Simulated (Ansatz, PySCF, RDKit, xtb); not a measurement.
**Which structure has the formula AlSiAsH?**

Given the formula AlSiAsH (odd number of electrons) and nothing else, which arrangement of the atoms is the most stable in the gas at 298.15 K, and what are its properties?

The funnel: GFN2-xTB relaxations, single points with a density functional, relaxations at PBE0-D3(BJ)/def2-SVP, harmonic vibrations, and a last energy at a higher level. All values are calculated.

6 further runs of the same task are left out: 6 set aside as unsound or not needed.

### 1 Drawing up candidates

All bonding patterns within simple valence rules are listed by program: one Lewis structure each, at most two rings and one unusual centre or charged pair. O–O, O–halogen and N–halogen bonds and N–N–N chains are not drawn. That gives 9 candidates, of which 2 could not be built in three dimensions.

```csv
label,SMILES,spin
c022,[Al]1[SiH]=[As]1,doublet
c094,[Al][SiH]=[As],doublet
c231,[Al][Si]=[AsH],doublet
c290,[Al][As]=[SiH],doublet
c446,[AlH]1[Si]=[As]1,doublet
c640,[AlH][Si]#[As],doublet
c670,[AlH][As]=[Si],doublet
```

Candidates are built by distance geometry, with a force field where one applies, in up to four conformers (letters a to d). 16 starts with atoms placed at random are added, to find patterns that the rules miss.

**Question.** With final energies at CCSD(T)/def2-SVP, which structure will this search put lowest in free energy, and by what margin?

| quantity | value |
| --- | --- |
| lowest structure found | [AlH]1[Si]=[As]1, doublet, Cs |
| next finalist | [Al]1[SiH]=[As]1, doublet, 9.8 kcal/mol higher in G |
| share at equilibrium, among the finalists | 100.0 % |
| harmonic wavenumbers, lowest and highest (PBE0-D3(BJ)/def2-SVP) | 260 and 1967 cm⁻¹ |
| rotational constants, same geometry | 0.1979, 0.1323, 0.0793 cm⁻¹ |
| dipole moment (PBE0/def2-TZVPD) | 1.40 D |
| HOMO energy (highest over α and β) (PBE0/def2-TZVPD) | -5.85 eV |
| LUMO energy (lowest over α and β) (PBE0/def2-TZVPD) | -3.34 eV |
| lowest excitation (TD-B3LYP/def2-SVPD) | 1.60 eV (f = 0.002) |
| vertical ionisation energy (to the singlet cation) | 7.75 eV |
| vertical electron affinity | 1.69 eV |
| vertical quartet less doublet | +2.16 eV |

`[AlH]1[Si]=[As]1` comes out lowest. The margin of 9.8 kcal/mol over the next finalist is beyond the usual error of the last level; it says nothing of structures that weren't ranked. GFN2-xTB, HF/STO-3G, r2SCAN-D4/def2-SVP, PBE0-D3(BJ)/def2-SVP, HF/def2-SVP and MP2/def2-SVP already put its bonding pattern lowest among the structures in one piece. One minimum inside the window was never screened. The stability test raises a flag; for an open shell a flag towards a general spinor solution can be the free rotation of the spin. The search is not exhaustive (a finite list of starts, one conformer a finalist), so a lower isomer can't be ruled out.
